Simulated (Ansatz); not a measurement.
This script for relaxations under a series of pressures of CoH, space group Fm-3m with Ansatz's Python interface holds a mistake.

`compress_coh.py`
```python
"""Volume and enthalpy of CoH against pressure."""

import ansatz as az
import numpy as np
import pandas as pd

MESH = (15, 15, 15)
XC = "pbesol"
SCF_TOL = 1e-09

def edges_and_angles(cell):
    cell = np.asarray(cell)
    a, b, c = np.linalg.norm(cell, axis=1)
    cosines = cell[1] @ cell[2] / (b * c), cell[0] @ cell[2] / (a * c), cell[0] @ cell[1] / (a * b)
    return (a, b, c, *np.degrees(np.arccos(cosines)))


def main() -> None:
    coh = (
        az.Lattice.of((0.0, 1.842962, 1.842962), (1.842962, 0.0, 1.842962), (1.842962, 1.842962, 0.0))
        .atom("Co", (0.0, 0.0, 0.0))
        .atom("H", (0.5, 0.5, 0.5))
        .moments(Co=3.2)
    )

    base = (
        coh.calculation()
        .kpoints(*MESH)
        .pseudopotentials("paw")
        .functional(XC)
        .scf(tolerance=SCF_TOL)
        .occupations(az.OccupationsMethod.FERMI_DIRAC)
        .spin("collinear")
        .basis(41 * az.Ry)
    )

    # H = F + PV, with 1 GPa A^3 = 1/160.21766 eV
    rows = []
    for pressure in [0, 10, 20, 30, 40]:
        out = base.relax(cell=True, pressure=pressure, force_tolerance=-0.01, max_steps=30).run()
        cell = out.lattice.cell_ang
        n_atoms = len(out.lattice.sites)
        volume = abs(np.linalg.det(cell)) / n_atoms
        enthalpy = out.report["free_energy_ev"] / n_atoms + pressure * volume / 160.21766
        rows.append((pressure, volume, enthalpy, *edges_and_angles(cell)))
        print(f"{pressure} GPa done: {volume:.4f} A^3/atom")

    table = pd.DataFrame(rows, columns=["P_GPa", "V_A3_atom", "H_eV_atom", "a", "b", "c", "alpha", "beta", "gamma"])
    print(table.round(4).to_string(index=False))
    p, v = np.array([row[0] for row in rows], float), np.array([row[1] for row in rows])
    print("mean bulk modulus between rows (GPa):", np.round(-np.diff(p) / np.diff(np.log(v)), 1))


if __name__ == "__main__":
    main()
```

```console
$ python compress_coh.py
Traceback (most recent call last):
  File "compress_coh.py", line 55, in <module>
    main()
    ~~~~^^
  File "compress_coh.py", line 40, in main
    out = base.relax(cell=True, pressure=pressure, force_tolerance=-0.01, max_steps=30).run()
  ...
ansatz.RefusalError: invalid value for `relax.f_tol`: must be finite and > 0; got -0.01 eV/Å
$ echo $?
1
```
(Library frames cut from the traceback.)

What is wrong, and how is it mended?

The fault: force tolerance negative. The change:

```diff
--- before
+++ after
@@ -39,3 +39,3 @@
     for pressure in [0, 10, 20, 30, 40]:
-        out = base.relax(cell=True, pressure=pressure, force_tolerance=-0.01, max_steps=30).run()
+        out = base.relax(cell=True, pressure=pressure, force_tolerance=0.01, max_steps=30).run()
         cell = out.lattice.cell_ang
```

With that change:

```console
$ python compress_coh.py
DeckWarning: where an SCF of this run starts from atoms to list the orders of its open shells, Co (site 0, from 0) starts with 3.00 μB on its 3d shell, in the place of the 3.20 μB that the deck gives [...]
DeckWarning: relax.cell: scf.convergence.dr2_threshold = 1e-9 eV is looser than the 2e-10 eV advised for a relaxation that steers and ends on the stress (1e-10 eV for each atom of the cell: 2). What [...]
0 GPa done: 6.0850 A^3/atom
10 GPa done: 5.8543 A^3/atom
20 GPa done: 5.6629 A^3/atom
30 GPa done: 5.5003 A^3/atom
40 GPa done: 5.3588 A^3/atom
 P_GPa  V_A3_atom  H_eV_atom      a      b      c  alpha  beta  gamma
     0     6.0850 -2554.3857 2.5819 2.5819 2.5819   60.0  60.0   60.0
    10     5.8543 -2554.0134 2.5488 2.5488 2.5488   60.0  60.0   60.0
    20     5.6629 -2553.6541 2.5207 2.5207 2.5207   60.0  60.0   60.0
    30     5.5003 -2553.3059 2.4964 2.4964 2.4964   60.0  60.0   60.0
    40     5.3588 -2552.9671 2.4748 2.4748 2.4748   60.0  60.0   60.0
mean bulk modulus between rows (GPa): [258.7 300.8 343.2 383.7]
```
(Warnings from the package without file and line, shortened.)

Absolute energies stand on the zero of these potentials, so only differences at equal settings mean something. Other magnetic orders than the one started from may lie lower. At a fixed pressure a relaxation lowers the enthalpy F + PV, while F alone can rise. Edges and angles are those of the cell as typed, here a primitive one, not of the conventional cell. This cell is a computed structure, which may not be the phase found in nature. Symmetry holds the cell in this phase, whether or not it is the stable one at each pressure. Run time: 110 s on 1 thread of Intel(R) Xeon(R) Processor @ 2.30GHz (shared host), peak memory 0.57 GiB.
